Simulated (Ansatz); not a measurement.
Runs of Ansatz 0.2.0 on PPt. The structure is hexagonal, space group P6_3mc (No. 186). Conventional cell: a = 3.743 Å, b = 3.743 Å, c = 6.354 Å, α = 90.00°, β = 90.00°, γ = 120.00°. Pt (site symmetry 3m) has 4 P at 2.32 to 2.34 Å as nearest neighbours. Around P (site symmetry 3m) lie 4 Pt at 2.32 to 2.34 Å. The cell comes from a database or a generator and needn't be the stable form of this composition.

```tsv
level	share of exact exchange	gap on the mesh (eV)	pressure (GPa)	largest force (eV/Å)
PBE0	0.25	none	(a)	0.05
PBE0 form with a typed share of exact exchange	0.15	none	(c)	0.03
PBE0 form with a typed share of exact exchange	0.35	none	-6.4	0.07
PBE0 form with a typed share of exact exchange	0.5	none	(b)	0.11
PBE0 form with a typed share of exact exchange	0	none	-0.2	0.02
PBE0 form with a typed share of exact exchange	0.1	none	-2.0	0.02
```

Alike in all rows: task single point; potentials or basis Ansatz PAW; no spin polarisation; cell as given; k mesh 5 × 5 × 3; cutoff (eV) 420; smearing fermi-dirac 0.05 eV; the mesh is coarse, so values aren't converged.

Q: Estimate the missing entries.

A: (a) -4.6; (b) -8.9; (c) -2.9.

Caveats: all runs use coarse meshes; the PAW data sets come from PBE, with cores solved anew for the run's functional, which leaves a small shift of forces and pressure (some runs); the thresholds are loose for stress (some runs); the PAW data sets were made with another functional, which shifts forces and pressure a little (some runs).

A k mesh can miss the band edges, and the runs leave out spin-orbit coupling on Pt.

A gap of «none» marks a metal or a gap under the smearing width.
